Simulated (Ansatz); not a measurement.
# Li+ with HBr: structure and interaction energy

An exercise on one series of results from a longer session: the logs are not shown, and one member is left open.

Program: Ansatz 0.2.0, Gaussian basis. Level of theory: PBE0-D4 structure, single points in def2-TZVPPD. These are calculated values, not measurements.

Levels: PBE-D4, revPBE-D4, BLYP-D4, r2SCAN-D4, B97M-V, PBE0-D4, B3LYP-D4, HSE06-D4, wB97X-V, wB97M-V, B2PLYP, Hartree-Fock, MP2, CCSD, CCSD(T). The reference is CCSD(T) extrapolated to the basis limit. For elements past Ar these valence bases correlate outer-core shells poorly and lack relativity, so that limit is rough.

Correlated methods freeze the cores. Filled d shells of the heavier atoms are correlated. The outer core shell of Li, Na, Mg and K is correlated. B3LYP uses VWN-RPA correlation. B2PLYP carries no dispersion term here.

163 further runs of the same task are left out: 163 set aside as unsound or not needed.

## The system as given

The pair, from a GFN2-xTB docking trial: 3 atoms, charge 1, spin multiplicity 1.

Atoms are counted from 1 here; the program's logs count them from 0.

Bond lengths: Li1–Br2 2.394 Å, Br2–H3 1.399 Å. Angles: Li1–Br2–H3 164.5°.

Coordinates:

```xyz
3
charge 1, multiplicity 1
Li    0.0308    0.0535   -2.0485
Br   -0.0775   -0.1346    0.3358
H     0.0468    0.0812    1.7126
```

Atoms 1 to 1 are fragment A (Li+), the rest fragment B (HBr).

The first run:

pre/in.yaml

```yaml
crystal:
  periodic: [false, false, false]
  atoms:
    - {symbol: Li, position_ang: [0.030800, 0.053500, -2.048500]}
    - {symbol: Br, position_ang: [-0.077500, -0.134600, 0.335800]}
    - {symbol: H, position_ang: [0.046800, 0.081200, 1.712600]}
basis:
  gaussian: {orbitals: def2-SVP}
total_charge: 1
hamiltonian: {xc: pbe, dispersion: d4}
relax: {f_tol: 0.03, max_steps: 250}
```

Run with:

```
$ ansatz run in.yaml --threads 2 --pin off --events-out ev --progress --plain --max-ram 5222MiB
```

Among the steps run: A first relaxation in a small basis; Relaxation at PBE0-D4; wB97X-V/def2-TZVPPD; wB97M-V/def2-TZVPPD; B2PLYP/def2-TZVPPD; B97M-V/def2-TZVPPD; CCSD(T)/def2-TZVPPD; Vibrations of the pair.

One of the session's tables, all rows but one given; the rest of the session is left out.

| method | interaction (kJ/mol) |
| --- | --- |
| PBE-D4 | -73.59 |
| revPBE-D4 | -71.98 |
| BLYP-D4 | -73.38 |
| r2SCAN-D4 | -65.10 |
| B97M-V | -67.85 |
| PBE0-D4 | -72.59 |
| B3LYP-D4 | -73.22 |
| HSE06-D4 | -72.62 |
| wB97X-V | -69.58 |
| wB97M-V | -69.58 |
| B2PLYP | -69.57 |
| Hartree-Fock | -64.90 |
| MP2 | -64.08 |
| CCSD | -64.02 |
| CCSD(T) | -63.87 |
| CCSD(T)/CBS | ? |

Q: Estimate the row for CCSD(T)/CBS from the others.

**Answer.** interaction (kJ/mol): -68.53. In the column «interaction (kJ/mol)» it lies between B2PLYP (-69.57) and B97M-V (-67.85).
